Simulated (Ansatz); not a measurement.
**CH₄BrIn: small, medium and large basis sets**

An exercise on one series of results from a longer session: the logs are not shown, and one member is left open.

The runs use Ansatz 0.2.0, Gaussian basis; one geometry, several basis sets.

Levels to be run: PBE0-D4/def2-SVP; ωB97M-V/def2-SVP; PBE0-D4/def2-QZVPP; ωB97M-V/def2-QZVPP; the functionals' def2-TZVPP values are taken from earlier runs.

### The relaxed structure

The geometry comes from an earlier relaxation with PBE0-D4 in a triple-zeta def2 set; it is a stationary point, not always the lowest conformer. In takes the def2 core potential; no spin-orbit term is included.

SMILES `[CH3][InH][Br]`, 7 atoms, charge 0, spin multiplicity 1.

Atoms are counted from 1 here; the program's logs count them from 0.

Bond lengths: C1–In2 2.132 Å, C1–H4 1.089 Å, C1–H5 1.091 Å, C1–H6 1.091 Å, In2–Br3 2.499 Å, In2–H7 1.709 Å. Angles: In2–C1–H4 111.9°, In2–C1–H5 108.7°, In2–C1–H6 108.7°, H4–C1–H5 109.7°, H4–C1–H6 109.7°, H5–C1–H6 108.2°, C1–In2–Br3 111.4°, C1–In2–H7 136.6°, Br3–In2–H7 111.9°.

The first run:

The input, in.yaml:

```yaml
crystal:
  periodic: [false, false, false]
  atoms:
    - {symbol: C, position_ang: [-0.957005, 0.397964, -0.297197]}
    - {symbol: In, position_ang: [1.053575, -0.247427, 0.000054]}
    - {symbol: Br, position_ang: [1.292325, -1.543280, 2.123601]}
    - {symbol: H, position_ang: [-1.071472, 0.956303, -1.225552]}
    - {symbol: H, position_ang: [-1.606058, -0.478685, -0.313477]}
    - {symbol: H, position_ang: [-1.250641, 1.024379, 0.546238]}
    - {symbol: H, position_ang: [2.539267, -0.109255, -0.833667]}
basis:
  gaussian: {orbitals: def2-SVP}
hamiltonian: {xc: pbe0, dispersion: d4}
output: {orbitals: {seedname: orbitals}}
```

Steps of the session up to this table: PBE0-D4 in def2-SVP; ωB97M-V in def2-SVP; PBE0-D4 in def2-QZVPP; ωB97M-V in def2-QZVPP.

One table of the session follows, with a row left open; its other results are not shown here.

It belongs to the step «Functionals by basis». 

```
functional       basis  HOMO (eV)  LUMO (eV)
   PBE0-D4    def2-SVP          ?          ?
   PBE0-D4  def2-TZVPP      -7.58      -1.66
   PBE0-D4  def2-QZVPP      -7.60      -1.67
   ωB97M-V    def2-SVP      -9.60       0.00
   ωB97M-V  def2-TZVPP      -9.76      -0.18
   ωB97M-V  def2-QZVPP      -9.77      -0.22
```

**Question.** Estimate the row for PBE0-D4, def2-SVP.

**Answer.** HOMO (eV): -7.45; LUMO (eV): -1.58. In the column «HOMO (eV)» it is the highest.
